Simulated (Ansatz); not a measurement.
# AlCl4H3OTi: the cost of one run

All numbers below are computed with Ansatz 0.2.0 (RKS PBE/def2-SVP).

1 further run of the same task is left out (it didn't finish).

**1. Starting point**

Bond lengths: Ti1–Cl2 2.720 Å, Ti1–Cl3 2.370 Å, Ti1–Cl4 2.368 Å, Ti1–Cl5 2.368 Å, Ti1–O6 2.220 Å, Cl5–Al7 2.617 Å, O6–Al7 1.780 Å, Al7–H8 1.560 Å, Al7–H9 1.560 Å. Angles (14 of 18 angles, heavy atoms first): Cl2–Ti1–Cl3 109.4°, Cl2–Ti1–Cl4 109.5°, Cl2–Ti1–Cl5 109.5°, Cl2–Ti1–O6 71.6°, Cl3–Ti1–Cl4 109.5°, Cl3–Ti1–Cl5 109.5°, Cl3–Ti1–O6 178.9°, Cl4–Ti1–Cl5 109.5°, Cl4–Ti1–O6 70.0°, Cl5–Ti1–O6 70.0°, Ti1–Cl5–Al7 90.8°, Ti1–O6–Al7 125.0°, Cl5–Al7–O6 70.7°, Cl5–Al7–H8 54.1°.

Coordinates:

```xyz
10

Ti    0.0000    0.0000    0.0000
Cl    0.0000    0.0000    2.7200
Cl    2.2349    0.0000   -0.7892
Cl   -1.1163    1.9339   -0.7892
Cl   -1.1163   -1.9339   -0.7892
O    -2.1067    0.0000    0.7000
Al   -3.4205   -0.9643   -0.0159
H    -3.1513   -2.4314   -0.4731
H    -4.8410   -0.3425   -0.1862
H    -1.4892    0.0000    1.9123
```

**2. A restrained relaxation towards end A**

Springs on the bonds that form and break draw the guess towards this end; the thresholds are loose.

The input, input.yaml:

```yaml
crystal:
  periodic: [false, false, false]
  atoms:
    - { symbol: Ti, position_ang: [0.0, 0.0, 0.0] }
    - { symbol: Cl, position_ang: [0.0, 0.0, 2.72] }
    - { symbol: Cl, position_ang: [2.2349, 0.0, -0.7892] }
    - { symbol: Cl, position_ang: [-1.1163, 1.9339, -0.7892] }
    - { symbol: Cl, position_ang: [-1.1163, -1.9339, -0.7892] }
    - { symbol: O, position_ang: [-2.1067, 0.0, 0.7] }
    - { symbol: Al, position_ang: [-3.4205, -0.9643, -0.0159] }
    - { symbol: H, position_ang: [-3.1513, -2.4314, -0.4731] }
    - { symbol: H, position_ang: [-4.841, -0.3425, -0.1862] }
    - { symbol: H, position_ang: [-1.4892, 0.0, 1.9123] }
basis:
  gaussian: { orbitals: def2-SVP }
hamiltonian:
  xc: pbe
relax:
  f_tol: 0.15
  max_steps: 25
  restrain:
    - { distance: [0, 5], at: 3.12, k: 30.0 }
    - { distance: [9, 1], at: 2.57, k: 30.0 }
    - { distance: [0, 1], at: 2.37, k: 30.0 }
    - { distance: [9, 5], at: 1.01, k: 30.0 }
```

Command:

```console
$ ansatz run input.yaml --threads 4 --pin off --max-ram 5120MiB --backend cpu --events-out ev --progress --plain --runs-dir out
```

What time and memory should one allow on 4 threads of Arm Neoverse V2, shared host?

About 44 s, with a peak of 0.28 GiB.
